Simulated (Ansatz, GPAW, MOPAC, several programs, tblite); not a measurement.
**Many methods on one cell: MoOSe (Janus 2H monolayer)**

A free-standing Janus 2H monolayer of MoOSe, relaxed with r2SCAN in Ansatz, was computed with several methods. In-plane lattice: a = 3.058 Å, b = 3.058 Å, γ = 120.0°; thickness between the outer nuclei 2.86 Å. Mo has 3 O at 2.08 Å and 3 Se at 2.49 Å; O has 3 Mo at 2.08 Å; Se has 3 Mo at 2.49 Å. Note: simulated data, non-magnetic, for a generated structure that need not be the stable one.

```
CELL_PARAMETERS angstrom
3.05772 0.00000 0.00000
-1.52886 2.64806 0.00000
0.00000 0.00000 30.15497
ATOMIC_POSITIONS crystal
Mo 0.33333 0.66667 0.30567
O 0.66667 0.33333 0.34223
Se 0.66667 0.33333 0.24748
```
Periodic in the plane only; c spans the vacuum.

Gaps and times are for a single point on this cell. Times are rough, from shared hosts (Arm Neoverse V1), and each method has its own mesh and cell size. PM7 (MOPAC) and PM6 (MOPAC): levels, charges or heat of formation failed a check of plausibility, so no values are given. PM6 (MOPAC), PM7 (MOPAC), GFN1-xTB (tblite), GFN2-xTB (tblite) treat a cluster of cells at its zone centre, which samples few k points: where these miss a band edge, the gap comes out too large for that reason alone. Gaps from k meshes are read at a limited set of points (mesh, symmetry points, PBE's band edges), so each method's own least gap may be somewhat smaller. xTB and the PM methods were fitted mostly to molecules, and can miss a solid's gap by electronvolts. Minimal bases can be far off for gaps. GLLB-SC's gap includes the derivative discontinuity. d marks a direct gap, i an indirect one (no mark: not told apart), a dash a value that wasn't computed or didn't pass its checks.

| method | kind | gap (eV) | atoms computed | processor time |
| --- | --- | --- | --- | --- |
| GFN1-xTB (tblite) | tight binding | 1.37 | 48 | 1.7 s |
| GFN2-xTB (tblite) | tight binding | 1.12 | 48 | 2.1 s |
| light PBE (260 eV and a coarse mesh) | light plane-wave | 0.76 i | 3 | 4 s |
| PM7 (MOPAC) | semi-empirical | – | 48 | 5 s |
| PBE | semilocal | 0.79 i | 3 | 16 s |
| PBE/single zeta (GPAW) | small basis | 0.24 i | 3 | 18 s |
| r2SCAN | semilocal | 0.87 i | 3 | 34 s |
| GLLB-SC (GPAW) | model potential | 1.29 | 3 | 45 s |
| PM6 (MOPAC) | semi-empirical | – | 48 | 110 s |

Against r2SCAN (0.87 eV) and with closed or daggered gaps left aside, the nearest gap at the points sampled is that of PBE (-0.08 eV) and the farthest that of PBE/single zeta (GPAW) (-0.63 eV). r2SCAN is only a yardstick of convenience: semilocal gaps usually lie below measured ones, which GLLB-SC and hybrids aim to mend.

The runs are scalar-relativistic, without spin-orbit coupling.
